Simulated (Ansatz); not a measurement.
Write a Python script for the Ansatz DFT code, driven from Python that makes a formation energy from the elements of Mg3Zr and its elements. Level of theory (first run): PBEsol, PAW, cutoff 470 eV, 12×12×12 k-points, cold smearing of 0.05 eV.

Script `formation_mg3zr.py`:
```python
"""Heat of formation of Mg3Zr at zero temperature, after relaxing cells and atoms."""

from collections import Counter
import warnings

import ansatz as az
import numpy as np

XC = "PBEsol"
ECUT = 470
TOLERANCE = 1e-10
KSPACING = 0.14
FILLING = "cold"
SMEARING_WIDTH = 0.05

PHASES = {
    "Mg3Zr": (
        [(0.0, 3.52558, 3.52558), (3.52558, 0.0, 3.52558), (3.52558, 3.52558, 0.0)],
        [
            ("Mg", (0.0, 0.0, 0.0)),
            ("Mg", (0.25, 0.25, 0.25)),
            ("Mg", (0.75, 0.75, 0.75)),
            ("Zr", (0.5, 0.5, 0.5)),
        ],
    ),
    "Mg": (
        [(3.2093, 0.0, 0.0), (-1.60465, 2.77934, 0.0), (0.0, 0.0, 5.2103)],
        [
            ("Mg", (1 / 3, 2 / 3, 0.25)),
            ("Mg", (2 / 3, 1 / 3, 0.75)),
        ],
    ),
    "Zr": (
        [(3.232, 0.0, 0.0), (-1.616, 2.79899, 0.0), (0.0, 0.0, 5.147)],
        [
            ("Zr", (1 / 3, 2 / 3, 0.25)),
            ("Zr", (2 / 3, 1 / 3, 0.75)),
        ],
    ),
}


def build(vectors, sites):
    crystal = az.Crystal(lattice=az.Lattice.of(vectors))
    for symbol, position in sites:
        crystal = crystal.atom(symbol, position)
    return crystal


def solve(name, crystal):
    calc = (
        crystal.calculation()
        .functional(XC)
        .basis(ECUT)
        .scf(tolerance=TOLERANCE)
        .kpoints(spacing=KSPACING)
        .occupations(FILLING, width=SMEARING_WIDTH)
        .stress()
    )
    calc = calc.relax(force_tolerance=0.02, max_steps=60, cell=True)
    return calc.run(threads=1, pin="off")


def counts(outcome):
    return Counter(site.symbol for site in outcome.lattice.sites)

def formation_energy(outcome, mu):
    n = counts(outcome)
    return (outcome.report["energy_sigma0_ev"] - sum(k * mu[element] for element, k in n.items())) / sum(n.values())


def volume_per_atom(outcome):
    return abs(np.linalg.det(outcome.lattice.cell_ang)) / len(outcome.lattice.sites)

warnings.simplefilter("ignore", az.DeckWarning)

phases = {name: build(*cell) for name, cell in PHASES.items()}

done = {name: solve(name, crystal) for name, crystal in phases.items()}

# chemical potentials of the elements at zero temperature
references = {"Mg": "Mg", "Zr": "Zr"}
mu = {element: done[name].report["energy_sigma0_ev"] / len(done[name].lattice.sites) for element, name in references.items()}

target = done["Mg3Zr"]
heat = formation_energy(target, mu)
n = counts(target)
print("cell content:", dict(n), " volume", round(volume_per_atom(target), 3), "A^3/atom")
print("formation energy", round(heat, 4), "eV/atom,", round(heat * sum(n.values()), 4), "eV per cell")
print("bound against the elements" if heat < 0 else "unbound against the elements")
```

`python formation_mg3zr.py` gives:
```text
cell content: {<Element.MG: 'Mg'>: 3, <Element.ZR: 'Zr'>: 1}  volume 21.313 A^3/atom
formation energy 0.123 eV/atom, 0.4921 eV per cell
unbound against the elements
```

The cells come from databases of deposited and of computed structures, and not all need be stable phases. The compound is the structure given, not necessarily its lowest; energies are at zero temperature, with no correction for gases. A semilocal functional's error on such energies is often 0.05 to 0.1 eV an atom, and 0.1 to 0.3 eV against gases such as O2 or F2. Run time: 71 s on 1 thread of Arm Neoverse V2, on a shared host, peak memory 0.56 GiB.
